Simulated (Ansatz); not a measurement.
# Cu: the cost of one run

Program: Ansatz 0.2.0. Level of theory: DFT PBE, scalar-relativistic, plane waves, PAW. These are calculated values, not measurements.

## (1) The system as given

It takes space group Fm-3m (No. 225, cubic). The conventional cell has a = 3.577 Å, b = 3.577 Å, c = 3.577 Å, α = 90.00°, β = 90.00°, γ = 90.00°. Cu (site symmetry m-3m) has 12 Cu at 2.53 Å as nearest neighbours.

Coordinates:

```
CELL_PARAMETERS angstrom
0.00000 1.78872 1.78872
1.78872 0.00000 1.78872
1.78872 1.78872 0.00000
ATOMIC_POSITIONS crystal
Cu 0.00000 0.00000 0.00000
```

The structure comes from the Materials Project (structure only).

(A quick probe on a coarse mesh, which set the mesh and smearing, is not shown.)

## (3) Relaxing cell and atoms

The input, input.yaml:

```yaml
crystal:
  lattice:
    - [0.0, 1.78871534, 1.78871534]
    - [1.78871534, 0.0, 1.78871534]
    - [1.78871534, 1.78871534, 0.0]
  atoms:
    - { symbol: Cu, position: [0.0, 0.0, 0.0] }
basis:
  ecutwfc: 420
kpoints:
  mp_grid: { grid: [20, 20, 20] }
hamiltonian:
  xc: pbe
scf:
  occupations: { method: gaussian, width: 0.1 }
output:
  forces: true
  stress: true
  eigenvalues: true
  write_density: true
  write_potential: true
  elf: true
  volumetric_format: npy
relax:
  adjacent_minimum: "off"
  f_tol: 0.005
  max_steps: 80
  cell: { stress_tol: 0.05 }
```

Command:

```console
$ ansatz run input.yaml --threads 4 --pin off --max-ram 8192MiB --backend cpu --events-out ev --progress --plain --runs-dir out
```

**Question.** How long does this run take on 4 threads of Intel Xeon at 2.70GHz, shared host, and how much memory does it need?

About 8 s, with a peak of 0.39 GiB.
